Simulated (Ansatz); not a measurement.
# Na2BrCl: the cost of one run

Method: DFT LDA, scalar-relativistic, plane waves, PAW, in Ansatz 0.2.0.

## 1. The starting structure

The structure is trigonal, space group R-3m (No. 166). Conventional cell: a = 4.072 Å, b = 4.072 Å, c = 19.974 Å, α = 90.00°, β = 90.00°, γ = 120.00°. Na (site symmetry 3m) has 3 Cl at 2.83 Å and 3 Br at 2.93 Å as nearest neighbours. Br (site symmetry -3m) has 6 Na at 2.93 Å as nearest neighbours. Cl (site symmetry -3m) has 6 Na at 2.83 Å as nearest neighbours.

As a file:

```
Na Br Cl
1.0
     2.03602    1.17550    6.65812
    -2.03602    1.17550    6.65812
     0.00000   -2.35100    6.65812
Na Br Cl
2 1 1
Direct
  0.25419 0.25419 0.25419
  0.74581 0.74581 0.74581
  0.50000 0.50000 0.50000
  0.00000 0.00000 0.00000
```

Source of the structure: the Materials Project (structure only).

(A quick probe on a coarse mesh, which set the mesh and smearing, is not shown.)

## 3. Full relaxation

input.yaml

```yaml
crystal:
  lattice:
    - [2.0360244553, 1.1754992673, 6.6581171636]
    - [-2.0360244553, 1.1754992673, 6.6581171636]
    - [0.0, -2.3509985347, 6.6581171636]
  atoms:
    - { symbol: Na, position: [0.25419295, 0.25419295, 0.25419295] }
    - { symbol: Na, position: [0.74580705, 0.74580705, 0.74580705] }
    - { symbol: Br, position: [0.5, 0.5, 0.5] }
    - { symbol: Cl, position: [0.0, 0.0, 0.0] }
basis:
  ecutwfc: 420
kpoints:
  mp_grid: { grid: [9, 9, 9] }
hamiltonian:
  xc: lda
scf:
  occupations: { method: gaussian, width: 0.02 }
output:
  forces: true
  stress: true
  eigenvalues: true
relax:
  adjacent_minimum: "off"
  f_tol: 0.005
  max_steps: 80
  cell: { stress_tol: 0.05 }
```

**Question.** How long does this run take on 1 thread of an Arm CPU, shared host, and how much memory does it need?

About 82 s, with a peak of 0.43 GiB.
